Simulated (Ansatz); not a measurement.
HfIn4SiO6:

```
Hf In Si O
1.0
     2.71585   -4.70357    0.00833
     2.71585    4.70357    0.00833
    -1.87915    0.00000    7.40127
Hf In Si O
1 4 1 6
Cartesian
  2.7159 -2.7125 0.0083
  1.7763 -1.1453 3.7090
  2.7159 0.4231 0.0083
  1.7763 2.0313 3.7090
  1.7763 -4.3098 3.7090
  2.7159 3.5589 0.0083
  -1.1497 0.2444 6.4159
  4.7022 0.2444 1.0021
  1.9910 -1.2091 6.4253
  1.5616 -1.2091 0.9927
  1.8741 2.2355 0.9933
  1.6785 2.2355 6.4246
```

The cell was built by a generator and needn't be a form met in nature.

Base run:

- Program: Ansatz 0.2.0
- Functional: PBE
- Potentials or basis: all-electron LAPW, scalar-relativistic
- Cutoff: 375 eV (chosen from the basis error)
- Basis error allowed: 0.002 eV/atom
- k mesh: 4 × 4 × 3
- Occupations: fermi-dirac, width 0.05 eV
- Spin: no spin polarisation

Its results: band gap on the k mesh none (metal or under the smearing width); pressure -0.3 GPa; largest force 0.083 eV/Å.

Q: The run is repeated on the same cell with these changes: hubbard terms from none to Hf d U = 3 eV. What comes out?

A: Band gap on the k mesh none (metal or under the smearing width); pressure 0.4 GPa; largest force 0.137 eV/Å.

Caveats: the k mesh is thin for a metal, which can move the energy by tens of meV per atom; U is the effective U less J, on atomic orbitals that reach past the spheres (some runs); U without spin polarisation on a metal has little footing (some runs).
